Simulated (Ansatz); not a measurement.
# Ti4W: what a guessed cell relaxes into

The task: take a trial cell of Ti4W to zero force and stress.

Program: Ansatz 0.2.0. Level of theory: DFT PBE, scalar-relativistic, plane waves, PAW. These are calculated values, not measurements.

2 further runs of the same task are left out: 1 that didn't finish, 1 set aside as unsound or not needed. Runs told in other sessions of the task aren't counted.

### 1 The structure to begin with

Symmetry: I4/mmm, No. 139, tetragonal system. Conventional cell: a = 3.182 Å, b = 3.182 Å, c = 16.769 Å, α = 90.00°, β = 90.00°, γ = 90.00°. Ti (site symmetry 4mm) has 12 Ti at 2.85 to 3.18 Å in its first shell of neighbours. Ti (site symmetry 4mm) is surrounded by 4 W at 2.71 Å and 5 Ti at 2.89 to 3.01 Å. W (site symmetry 4/mmm) is surrounded by 8 Ti at 2.71 Å.

Structure file:

```
CELL_PARAMETERS angstrom
-1.59101 1.59101 8.38434
1.59101 -1.59101 8.38434
1.59101 1.59101 -8.38434
ATOMIC_POSITIONS crystal
Ti 0.80208 0.80208 0.00000
Ti 0.41017 0.41017 0.00000
Ti 0.58983 0.58983 0.00000
Ti 0.19792 0.19792 0.00000
W 0.00000 0.00000 0.00000
```

The start is the relaxed end of an invented cell (made as: elements ordered on the sites of the Fe type, Ti/W on Fe (I4/mmm, No. 139)), taken up again for a closer look.

### 2 Probe: one point on a coarse mesh

File input.yaml:

```yaml
crystal:
  lattice:
    - [-1.5910062, 1.5910062, 8.3843351]
    - [1.5910062, -1.5910062, 8.3843351]
    - [1.5910062, 1.5910062, -8.3843351]
  atoms:
    - { symbol: Ti, position: [0.802082, 0.802082, 0.0] }
    - { symbol: Ti, position: [0.410165, 0.410165, 0.0] }
    - { symbol: Ti, position: [0.589835, 0.589835, 0.0] }
    - { symbol: Ti, position: [0.197918, 0.197918, 0.0] }
    - { symbol: W, position: [0.0, 0.0, 0.0] }
basis:
  ecutwfc: 420
kpoints:
  mp_grid: { grid: [8, 8, 8] }
hamiltonian:
  xc: pbe
scf:
  occupations: { method: gaussian, width: 0.1 }
  lower_state_search: "off"
output:
  forces: true
  stress: true
  eigenvalues: true
```

On the command line:

```console
$ ansatz run input.yaml --threads 1 --pin off --max-ram 3072MiB --backend cpu --events-out ev --progress --plain --runs-dir out
```

The program printed, shortened:

```text
Warning: RAYON_NUM_THREADS=1 ignored (pool sized by the plan → 1); use --threads N
[...]
Pseudopotentials: kind: paw
Pseudopotential: Ti, paw, valence charge 12, recommended cutoff 420 eV (normal), Ti.paw.azcp
Pseudopotential: W, paw, valence charge 14, recommended cutoff 420 eV (normal), W.paw.azcp
Functional definition: PBE
[...]
Crystal: 5 atoms, lattice volume = 84.893 Å³
Basis set: ecut = 420 eV, 1673 PW (Γ), FFT grids on a1+a3, a2+a3, a3, exchange–correlation on 48×48×120 points (8 copies of the dense FFT grid, shifted against one another)
Bands: 38, of which v1, the nominal top of the filled ones, is band 31 counted from 1 (30 counted from 0)
Symmetry: 16 space group operations
Space group: I4/mmm (ITA 139), of the structure as read, at distance tolerance 4.4e-5 Å
k-points: 59 of 512
[...]
SCF iter   1: F=—  HF=-20383.172963 eV  |F-HF|=—  |Δ(HF+E_count)|=         —  Δρ=6.89e-3  dr2=1.34e-1  ethr=1.77e-3  ⟨swp⟩=4.8  Hψ=8349  notcnv=0
[...]
SCF iter   6: F=-20383.165587 eV  HF=-20383.165587 eV  |F-HF|=4.17e-8  |Δ(HF+E_count)|=   4.09e-8  Δρ=9.53e-6  dr2=8.10e-8  ethr=1.61e-10  ⟨swp⟩=8.4  Hψ=9160  notcnv=0
[...]
SCF converged after 6 iterations
Free energy (F): -20383.165587 eV
[...]
E sigma→0 (E₀):  -20383.146449 eV
Entropy (-TS):   -0.038277 eV (-7.655 meV/atom)
Fermi energy:    14.811460 eV
[...]
--- Forces (eV/Å), atoms counted from 1 ---
  atom   1  Ti    -0.00000000    -0.00000000     0.00959677
  atom   2  Ti    -0.00000000     0.00000000    -0.02821316
  atom   3  Ti     0.00000000    -0.00000000     0.02821316
  atom   4  Ti     0.00000000     0.00000000    -0.00959677
  atom   5  W      0.00000000     0.00000000    -0.00000000
[...]
--- Stress (GPa, compression-positive) ---
       -0.096993       0.000000       0.000000
        0.000000      -0.096993      -0.000000
        0.000000       0.000000       0.013646
  P = ⅓ Tr σ = -0.0601 GPa (-0.601 kbar)
--- Band table (eV; the first three rows and the last of 59) ---
[...]
```

Run time: 7.3 s. Hardware: 1 thread of AMD EPYC 7R43 (Zen 3), shared host; peak memory 0.49 GiB.

Read-out: pressure -0.1 GPa, largest force 0.03 eV/Å, gap on this mesh none (metal). The coarse relaxation is skipped.

### 3 Spin check on a coarse mesh

File input.yaml:

```yaml
crystal:
  lattice:
    - [-1.5910062, 1.5910062, 8.3843351]
    - [1.5910062, -1.5910062, 8.3843351]
    - [1.5910062, 1.5910062, -8.3843351]
  atoms:
    - { symbol: Ti, position: [0.802082, 0.802082, 0.0], spin: 1.0 }
    - { symbol: Ti, position: [0.410165, 0.410165, 0.0], spin: 1.0 }
    - { symbol: Ti, position: [0.589835, 0.589835, 0.0], spin: 1.0 }
    - { symbol: Ti, position: [0.197918, 0.197918, 0.0], spin: 1.0 }
    - { symbol: W, position: [0.0, 0.0, 0.0] }
basis:
  ecutwfc: 420
kpoints:
  mp_grid: { grid: [8, 8, 8] }
hamiltonian:
  xc: pbe
scf:
  occupations: { method: gaussian, width: 0.1 }
  lower_state_search: "off"
output:
  forces: true
  stress: true
  eigenvalues: true
  populations: true
magnetization:
  spin_polarized: true
```

On the command line:

```console
$ ansatz run input.yaml --threads 1 --pin off --max-ram 3072MiB --backend cpu --events-out ev --progress --plain --runs-dir out
```

The program printed, shortened:

```text
[...]
SCF converged after 18 iterations
Magnetization: 0.0000 μB (31.0000 up, 31.0000 down)
Absolute magnetization: 0.0000 μB (∫|ρ↑−ρ↓|, with the PAW one-centre terms)
Spin contamination: 0.0000 ħ² per cell (⟨S²⟩ above its minimum at these occupations)
Per-site moments (μB) at R_I (Å): [(1.6412087723290167e-6, 1.1749759345013813), (2.9355758074476644e-6, 1.1169448175976069), (2.9355758075335854e-6, 1.1169448175976067), (1.641208772215339e-6, 1.1749759345013813), (-3.985305504664434e-7, 1.1169448175976067)]
Free energy (F): -20383.165587 eV
[...]
E sigma→0 (E₀):  -20383.146449 eV
Entropy (-TS):   -0.038276 eV (-7.655 meV/atom)
Fermi energy:    14.811453 eV
[...]
--- Forces (eV/Å), atoms counted from 1 ---
  atom   1  Ti     0.00000000     0.00000000     0.00945845
  atom   2  Ti     0.00000000     0.00000000    -0.02820759
  atom   3  Ti     0.00000000     0.00000000     0.02820759
  atom   4  Ti     0.00000000     0.00000000    -0.00945845
  atom   5  W      0.00000000     0.00000000     0.00000000
[...]
--- Stress (GPa, compression-positive) ---
       -0.096928       0.000000      -0.000000
        0.000000      -0.096928      -0.000000
        0.000000      -0.000000       0.013731
  P = ⅓ Tr σ = -0.0600 GPa (-0.600 kbar)
--- Band table (eV; the first three rows and the last of 118) ---
[...]
--- Löwdin populations: 5 sites ---
  site symbol       q [e]    m [muB]
     0     Ti     11.8358     0.0000
     1     Ti     11.8100     0.0000
     2     Ti     11.8100     0.0000
     3     Ti     11.8358     0.0000
     4      W     14.1072    -0.0000
  spilling = 0.009697 (of n_electrons = 62.000000)
```

Wall time 45 s (1 thread of AMD EPYC 7R43 (Zen 3), shared host); peak memory 0.61 GiB.

Per atom:

| atom | Löwdin electrons |
| --- | --- |
| Ti1 | 11.84 |
| Ti2 | 11.81 |
| Ti3 | 11.81 |
| Ti4 | 11.84 |
| W5 | 14.11 |

The Löwdin counts miss 0.60 of the 62 electrons, which the atomic orbitals do not span, so they are no charges.

The same cell is solved with trial moments on Ti. The largest site moment that stays is 0.00 μB and the cell's total 0.00 μB. The workflow keeps spin only above 0.25 μB on a site, so the next run goes without spin.

(Part 1 of 2 ends here.)
